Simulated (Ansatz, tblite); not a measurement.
**GaH2(SMe) (CH₅GaS): a ladder of methods and basis sets**

How do method and basis change the picture of GaH2(SMe) (CH₅GaS) (singlet)?

Method: as each input shows; program: Ansatz 0.2.0, Gaussian basis.

The runs, in order: GFN1-xTB, GFN2-xTB, PBE-D4/def2-TZVP, r2SCAN-D4/def2-TZVP, HSE06-D4/def2-TZVP, B3LYP-D4/def2-TZVP, B2PLYP/def2-TZVP, r2SCAN0-D4/def2-TZVP, B97M-V/def2-TZVP, BLYP-D4/def2-TZVP, CAM-B3LYP-D4/def2-TZVP, PBE-D4/def2-SVP, PBE0-D4/def2-SVP, HF/STO-3G, HF/6-31G, B3LYP-D4/6-31G, PBE0-D4/def2-TZVPD, PBE-D4/def2-TZVPD, r2SCAN-D4/def2-TZVPD, CCSD(T)/def2-TZVPP, MP2/def2-TZVP, RPA/def2-TZVP.

## (1) The geometry

The singlet was relaxed beforehand with PBE0-D4/def2-TZVP.

8 atoms, charge 0, spin multiplicity 1.

Bond lengths: Ga1–H2 1.565 Å, Ga1–H3 1.559 Å, Ga1–S4 2.184 Å, S4–C5 1.818 Å, C5–H6 1.089 Å, C5–H7 1.090 Å, C5–H8 1.089 Å. Angles: H2–Ga1–H3 127.0°, H2–Ga1–S4 116.5°, H3–Ga1–S4 116.6°, Ga1–S4–C5 103.3°, S4–C5–H6 111.4°, S4–C5–H7 108.7°, S4–C5–H8 109.0°, H6–C5–H7 109.2°, H6–C5–H8 109.3°, H7–C5–H8 109.1°.

Coordinates:

| atom | x (Å) | y (Å) | z (Å) |
| --- | --- | --- | --- |
| Ga1 | 0.50766 | 1.41864 | -0.91175 |
| H2 | 1.81552 | 0.56853 | -1.04020 |
| H3 | 0.25121 | 2.83920 | -1.50110 |
| S4 | -1.13332 | 0.51693 | 0.21315 |
| C5 | -0.45558 | -1.08997 | 0.72826 |
| H6 | 0.53766 | -1.25508 | 0.31237 |
| H7 | -1.12392 | -1.87827 | 0.38339 |
| H8 | -0.39924 | -1.11997 | 1.81588 |

PBE0-D4/def2-TZVP was run before; its log isn't repeated, and its numbers join the tables.

## (2) GFN1-xTB

Tight binding, by tblite at 300 K electronic temperature and without a spin-polarisation term:

```python
tblite.interface.Calculator('GFN1-xTB', numbers, positions, charge=0, uhf=0).singlepoint()
```

Energy -268.1886 eV, HOMO -11.04 eV, LUMO -5.27 eV; 0.004 s.

## (3) GFN2-xTB

Tight binding, by tblite at 300 K electronic temperature and without a spin-polarisation term:

```python
tblite.interface.Calculator('GFN2-xTB', numbers, positions, charge=0, uhf=0).singlepoint()
```

Energy -248.3598 eV, HOMO -10.49 eV, LUMO -6.42 eV; 0.003 s.

## (4) PBE-D4/def2-TZVP

start.molden holds the orbitals of an earlier run on this state, given as this run's starting guess.

File in.yaml:

```yaml
crystal:
  periodic: [false, false, false]
  atoms:
    - {symbol: Ga, position_ang: [0.507657, 1.418639, -0.911747]}
    - {symbol: H, position_ang: [1.815520, 0.568533, -1.040204]}
    - {symbol: H, position_ang: [0.251210, 2.839196, -1.501099]}
    - {symbol: S, position_ang: [-1.133315, 0.516927, 0.213145]}
    - {symbol: C, position_ang: [-0.455579, -1.089972, 0.728257]}
    - {symbol: H, position_ang: [0.537662, -1.255076, 0.312368]}
    - {symbol: H, position_ang: [-1.123920, -1.878268, 0.383386]}
    - {symbol: H, position_ang: [-0.399243, -1.119968, 1.815885]}
basis:
  gaussian: {orbitals: def2-TZVP, initial_orbitals: start.molden}
hamiltonian: {xc: pbe, dispersion: d4}
scf: {omitted_lower_state_checks: [starts]}
output: {orbitals: {seedname: orbitals}}
```

Command:

```
> ansatz run in.yaml --threads 4 --pin off --events-out ev --progress --plain --max-ram 3916MiB
```

After this run come: r2SCAN-D4/def2-TZVP; HSE06-D4/def2-TZVP; B3LYP-D4/def2-TZVP; B2PLYP/def2-TZVP; r2SCAN0-D4/def2-TZVP; B97M-V/def2-TZVP; BLYP-D4/def2-TZVP; CAM-B3LYP-D4/def2-TZVP; PBE-D4/def2-SVP; PBE0-D4/def2-SVP; HF/STO-3G; HF/6-31G; B3LYP-D4/6-31G; PBE0-D4/def2-TZVPD; PBE-D4/def2-TZVPD; r2SCAN-D4/def2-TZVPD; CCSD(T)/def2-TZVPP; MP2/def2-TZVP; RPA/def2-TZVP.

Q: Predict the results of all the runs planned. Wanted: gap in def2-TZVP, named functionals, smallest and largest; correlation energy, CCSD(T)/def2-TZVPP; correlation energy, MP2/def2-TZVP; binding an atom, CCSD(T)/def2-TZVPP; PBE0 total energy, smallest basis above largest.

As calculated:

```
                                                 quantity                                      value
gap in def2-TZVP, named functionals, smallest and largest  3.82 eV (BLYP-D4), 7.93 eV (CAM-B3LYP-D4)
                   correlation energy, CCSD(T)/def2-TZVPP                                  -17.61 eV
                        correlation energy, MP2/def2-TZVP                                  -15.51 eV
                      binding an atom, CCSD(T)/def2-TZVPP                                   3.106 eV
          PBE0 total energy, smallest basis above largest            11.73 eV (def2-SVP, def2-TZVPD)
```

In words: Over the named functionals in def2-TZVP the gap runs from 3.82 eV (BLYP-D4) to 7.93 eV (CAM-B3LYP-D4); exact exchange widens it. A small miss in a minimal or small basis is a cancelling of errors, not accuracy. The functionals in def2-TZVP miss CCSD(T)/def2-TZVPP by +0.006 (BLYP-D4) to +0.088 eV (B97M-V) an atom. CCSD(T)/def2-TZVPP isn't at the basis-set limit; small misses against it rank nothing.
